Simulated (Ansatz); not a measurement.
# GeH₅ (doublet): the correlation ladder at distance H1–H2 along a hydrogen transfer = 0.832 Å, cc-pVDZ

How much of the correlation energy of GeH₅ (doublet) does each wave-function method recover here?

Computed with Ansatz 0.2.0, Gaussian basis. Level: cc-pVDZ, core rule «outside noble gas», up to 14 orbitals frozen.

To be run: UHF; CCSD(T) on ROHF; CCSD(T) on UHF; BCCD(T) on ROHF; CISD; CCSDT(Q) on ROHF; CCSDT(Q) on UHF; CASSCF and MRCISD+Q, 3 electrons in 3 orbitals; CASSCF and NEVPT2, 3 electrons in 3 orbitals; CASSCF and MRCISD+Q, 9 electrons in 9 orbitals; CASSCF and NEVPT2, 9 electrons in 9 orbitals.

5 further runs of the same task are left out: 5 that didn't finish.

### Step 1. What is computed

The geometry derives from fragments relaxed apart (PBE0/def2-TZVP) and kept rigid, so it is no stationary point. A hydrogen atom is moved between rigid fragments. No spin-orbit coupling is included. The filled d shell of Ge may be among the frozen orbitals whatever the setting's name suggests; the logs give the count.

6 atoms, charge 0, spin multiplicity 2.

Atoms are counted from 1 here; the program's logs count them from 0.

Bond lengths: H1–H2 0.832 Å, Ge3–H4 1.539 Å, Ge3–H5 1.539 Å, Ge3–H6 1.539 Å. Angles: H4–Ge3–H5 111.2°, H4–Ge3–H6 111.2°, H5–Ge3–H6 111.2°.

As a file:

```csv
atom,x (Å),y (Å),z (Å)
H1,-2.8392,0.0000,0.0000
H2,-2.0072,0.0000,0.0000
Ge3,0.0458,0.0000,0.0000
H4,0.5145,-1.4659,0.0000
H5,0.5145,0.7330,-1.2695
H6,0.5145,0.7330,1.2695
```

### Step 2. UHF

Contents of in.yaml:

```yaml
crystal:
  periodic: [false, false, false]
  atoms:
    - {symbol: H, position_ang: [-2.839170, 0.000000, -0.000001]}
    - {symbol: H, position_ang: [-2.007170, 0.000000, -0.000001]}
    - {symbol: Ge, position_ang: [0.045830, 0.000000, 0.000000]}
    - {symbol: H, position_ang: [0.514498, -1.465915, 0.000000]}
    - {symbol: H, position_ang: [0.514499, 0.732957, -1.269519]}
    - {symbol: H, position_ang: [0.514498, 0.732957, 1.269520]}
basis:
  gaussian: {orbitals: cc-pVDZ}
magnetization: {spin_polarized: true, initial_magnetization: 1}
hamiltonian: {xc: hf}
output: {orbitals: {seedname: orbitals}}
```

Run with:

```
ansatz run in.yaml --threads 1 --pin off --events-out ev --progress --plain --max-ram 2393MiB
```

The runs that follow: CCSD(T) on ROHF; CCSD(T) on UHF; BCCD(T) on ROHF; CISD; CCSDT(Q) on ROHF; CCSDT(Q) on UHF; CASSCF and MRCISD+Q, 3 electrons in 3 orbitals; CASSCF and NEVPT2, 3 electrons in 3 orbitals; CASSCF and MRCISD+Q, 9 electrons in 9 orbitals; CASSCF and NEVPT2, 9 electrons in 9 orbitals.

**Question.** What will the summary of the whole plan be? Wanted: UCCSDT(Q) below the RHF energy; RMP2 from UCCSDT(Q); UMP2 from UCCSDT(Q); RCCSD from UCCSDT(Q); RCCSD(T) from UCCSDT(Q); UCCSD(T) from UCCSDT(Q); RCCSDT(Q) from UCCSDT(Q); NEVPT2 pair from UCCSDT(Q); NEVPT2 valence from UCCSDT(Q).

As calculated:

```
                         quantity                                                                     value
   UCCSDT(Q) below the RHF energy                                                                -4.4627 eV
              RMP2 from UCCSDT(Q)                                                              +99.8 kJ/mol
              UMP2 from UCCSDT(Q)                                                              +99.3 kJ/mol
             RCCSD from UCCSDT(Q)                                                               +9.2 kJ/mol
          RCCSD(T) from UCCSDT(Q)                                                               +2.3 kJ/mol
          UCCSD(T) from UCCSDT(Q)                                                               +2.0 kJ/mol
         RCCSDT(Q) from UCCSDT(Q)                                                               +0.3 kJ/mol
       NEVPT2 pair from UCCSDT(Q)                                                              +92.8 kJ/mol
    NEVPT2 valence from UCCSDT(Q)                                                              +76.7 kJ/mol
  MRCISD+Q valence from UCCSDT(Q)                                                               +1.2 kJ/mol
levels within 1 kcal/mol (43 meV)  RCCSD(T), UCCSD(T), BCCD(T), RCCSDT, UCCSDT, RCCSDT(Q), MRCISD+Q valence
                    T1 diagnostic                                                                     0.018
   effectively unpaired electrons                                                                      1.02
```

**Reading.** RCCSD(T) misses by +2.3 kJ/mol, 0.5 % of the correlation energy. One determinant dominates. Of the multireference levels listed MRCISD+Q valence comes nearest in total energy (+1.2 kJ/mol), which doesn't show that its space is the better one. These misses are within one basis, not against nature; the frozen cores of restricted and unrestricted runs differ, which can shift their rows.
